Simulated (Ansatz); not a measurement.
# KLi: the cost of one run

Program: Ansatz 0.2.0. Level of theory: DFT PBE, scalar-relativistic, plane waves, PAW. These are calculated values, not measurements.

### 1 The structure to begin with

The structure is hexagonal, space group P6_3/mmc (No. 194). Conventional cell: a = 4.142 Å, b = 4.142 Å, c = 12.047 Å, α = 90.00°, β = 90.00°, γ = 120.00°. K (site symmetry -6m2) has 6 Li at 3.85 Å and 6 K at 4.14 Å as nearest neighbours. Around Li (site symmetry -3m) lie 6 K at 3.85 Å and 6 Li at 4.14 Å.

As a file:

```
K Li
1.0
     4.14155    0.00000    0.00000
    -2.07077    3.58668    0.00000
     0.00000    0.00000   12.04733
K Li
2 2
Cartesian
  0.0000 2.3911 3.0118
  2.0708 1.1956 9.0355
  0.0000 0.0000 0.0000
  0.0000 0.0000 6.0237
```

Recipe of the guess: close-packed layers stacked ABAC|A (P6_3/mmc, No. 194). Lengths come from tabulated atomic sizes and are only a guess.

### 2 A first look at the guess

input.yaml

```yaml
crystal:
  lattice:
    - [4.14154582, 0.0, 0.0]
    - [-2.07077291, 3.58668389, 0.0]
    - [0.0, 0.0, 12.04733493]
  atoms:
    - { symbol: K, position: [0.33333333, 0.66666667, 0.25] }
    - { symbol: K, position: [0.66666667, 0.33333333, 0.75] }
    - { symbol: Li, position: [0.0, 0.0, 0.0] }
    - { symbol: Li, position: [0.0, 0.0, 0.5] }
basis:
  ecutwfc: 420
kpoints:
  mp_grid: { grid: [6, 6, 2] }
hamiltonian:
  xc: pbe
scf:
  occupations: { method: gaussian, width: 0.1 }
  lower_state_search: "off"
output:
  forces: true
  stress: true
  eigenvalues: true
```

Launch:

```bash
ansatz run input.yaml --threads 1 --pin off --max-ram 2048MiB --backend cpu --events-out ev --progress --plain --runs-dir out
```

Q: Estimate wall time and peak memory on 1 thread of Arm Neoverse V1, shared host.

About 2.1 s, with a peak of 0.36 GiB.
